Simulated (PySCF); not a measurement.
# H4W (W(H)4): the cost of one run

Computed with PySCF 2.14.0. Level: r2SCAN, W def2-SVP with ECP60, H def2-SVP; scalar-relativistic core potentials, no spin–orbit coupling.

5 further runs of the same task are left out: 2 for a known fault of the program, 1 that didn't finish, 2 set aside as unsound or not needed.

## 1. The system as given

5 atoms, charge 0, spin multiplicity 3.

Bond lengths: W1–H2 1.838 Å, W1–H3 1.838 Å, W1–H4 1.838 Å, W1–H5 1.838 Å. Angles: H2–W1–H3 28.2°, H2–W1–H4 180.0°, H2–W1–H5 151.8°, H3–W1–H4 151.8°, H3–W1–H5 180.0°, H4–W1–H5 28.2°.

Geometry (Å):

```
W     0.12804   -0.12802    0.00000
H     1.70475    0.81579    0.00000
H     1.07162    1.44951    0.00000
H    -1.44934   -1.07184    0.00000
H    -0.81553   -1.70488    0.00000
```

Formal oxidation states: W +4. An earlier session relaxed this geometry at r2SCAN, W def2-SVP with ECP60, H def2-SVP (triplet, point group D2h).

Its energy there is -69.303375 Eh.

## 2. Multiplicity 1 at the relaxed geometry

File run.py (the lines that set the calculation):

```python
mol = gto.M(atom='''
W      0.12804    -0.12802     0.00000
H      1.70475     0.81579     0.00000
H      1.07162     1.44951     0.00000
H     -1.44934    -1.07184     0.00000
H     -0.81553    -1.70488     0.00000''',
    basis={'W': 'def2-SVP', 'H': 'def2-SVP'},
    ecp={'W': 'def2-SVP'},
    charge=0, spin=0)
mf = dft.RKS(mol, xc='R2SCAN')
mf.grids.atom_grid = (50, 194)
mf = mf.density_fit()  # fitting sets: W def2-universal-JKFIT, H def2-universal-JKFIT
mf.conv_tol = 1e-08; mf.max_cycle = 55
mf.kernel(dm0)  # dm0: free metal ions and neutral atoms
```

On the command line:

```bash
> OMP_NUM_THREADS=2 python run.py
```

**Question.** How long does this run take on 2 threads of AMD EPYC 7R43 (Zen 3), shared host?

About 10 s.
